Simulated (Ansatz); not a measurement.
# Na: response to strain

Na is deformed so: equal xx and yy strain of -1 %. What stress and forces result, by LAPW, PAW and all-electron datasets made for the crystal?

Computed with Ansatz 0.2.0 (DFT LDA, scalar-relativistic, unless a step's input says otherwise).

### Step 1. The system as given

The structure is hexagonal, space group P6_3/mmc (No. 194). The conventional cell has a = 3.767 Å, b = 3.767 Å, c = 6.154 Å, α = 90.00°, β = 90.00°, γ = 120.00°. Na (site symmetry -6m2) is surrounded by 12 Na at 3.77 Å.

Coordinates:

```
CELL_PARAMETERS angstrom
3.76700 0.00000 0.00000
-1.88350 3.26232 0.00000
0.00000 0.00000 6.15400
ATOMIC_POSITIONS crystal
Na 0.33333 0.66667 0.25000
Na 0.66667 0.33333 0.75000
```

Atoms are numbered in the order of the input: Na1, Na2.

### Step 2. The deformed structure

Space group P6_3/mmc before, P6_3/mmc after.

### Step 3. All-electron LAPW

Contents of input.yaml:

```yaml
crystal:
  lattice:
    - [3.7293309876, 0.0, 0.0]
    - [-1.8646654938, 3.2296953744, 0.0]
    - [0.0, 0.0, 6.154]
  atoms:
    - { symbol: Na, position: [0.3333333333, 0.6666666667, 0.25] }
    - { symbol: Na, position: [0.6666666667, 0.3333333333, 0.75] }
kpoints:
  mp_grid: { grid: [11, 11, 6] }
  band_path:
    path:
      - [0.0, 0.0, 0.0]
      - [0.5, 0.0, 0.0]
      - [0.3333333333, 0.3333333333, 0.0]
      - [0.0, 0.0, 0.0]
      - [0.0, 0.0, 0.5]
      - [0.5, 0.0, 0.5]
      - [0.3333333333, 0.3333333333, 0.5]
      - [0.0, 0.0, 0.5]
      - [0.5, 0.0, 0.5]
    npoints: 5
scf:
  occupations: { method: fermi_dirac, width: 0.05 }
hamiltonian:
  xc: lda
  pseudopotentials: { kind: all_electron, lapw: { basis_error: 0.0005 } }
output:
  forces: true
  stress: true
  eigenvalues: true
```

Command:

```console
> ansatz run input.yaml --threads 1 --pin off --max-ram 3072MiB --backend cpu --events-out ev --progress --plain --runs-dir out
```

### Step 4. Frozen-core PAW

Contents of input.yaml:

```yaml
crystal:
  lattice:
    - [3.7293309876, 0.0, 0.0]
    - [-1.8646654938, 3.2296953744, 0.0]
    - [0.0, 0.0, 6.154]
  atoms:
    - { symbol: Na, position: [0.3333333333, 0.6666666667, 0.25] }
    - { symbol: Na, position: [0.6666666667, 0.3333333333, 0.75] }
kpoints:
  mp_grid: { grid: [11, 11, 6] }
scf:
  occupations: { method: fermi_dirac, width: 0.05 }
hamiltonian:
  xc: lda
  pseudopotentials: { kind: paw }
output:
  forces: true
  stress: true
  eigenvalues: true
  efg: { contact_densities: true }
```

### Step 5. Datasets made for this crystal

Changes to input.yaml since step 4:

```diff
@@ -14,3 +14,3 @@
   xc: lda
-  pseudopotentials: { kind: paw }
+  pseudopotentials: { kind: all_electron, datasets: crystal }
 output:
```

(Steps that only read results are left out.)

Q: Predict the outcome of this session. Wanted: pressure; largest shear or deviatoric stress.

The runs gave:

```
                                 quantity                                              value
                                 pressure  LAPW -0.77, PAW -0.77, crystal datasets -0.78 GPa
largest shear or deviatoric stress (LAPW)                                           0.13 GPa
```

The largest part of the stress beyond the pressure is 0.13 GPa in size, in the zz component; the atoms are carried along and not relaxed. No run of the undeformed cell stands beside it, so the pressure holds what the given cell had before the change. PAW: stress within 0.01 GPa of LAPW. Crystal datasets: stress within 0.01 GPa of LAPW.
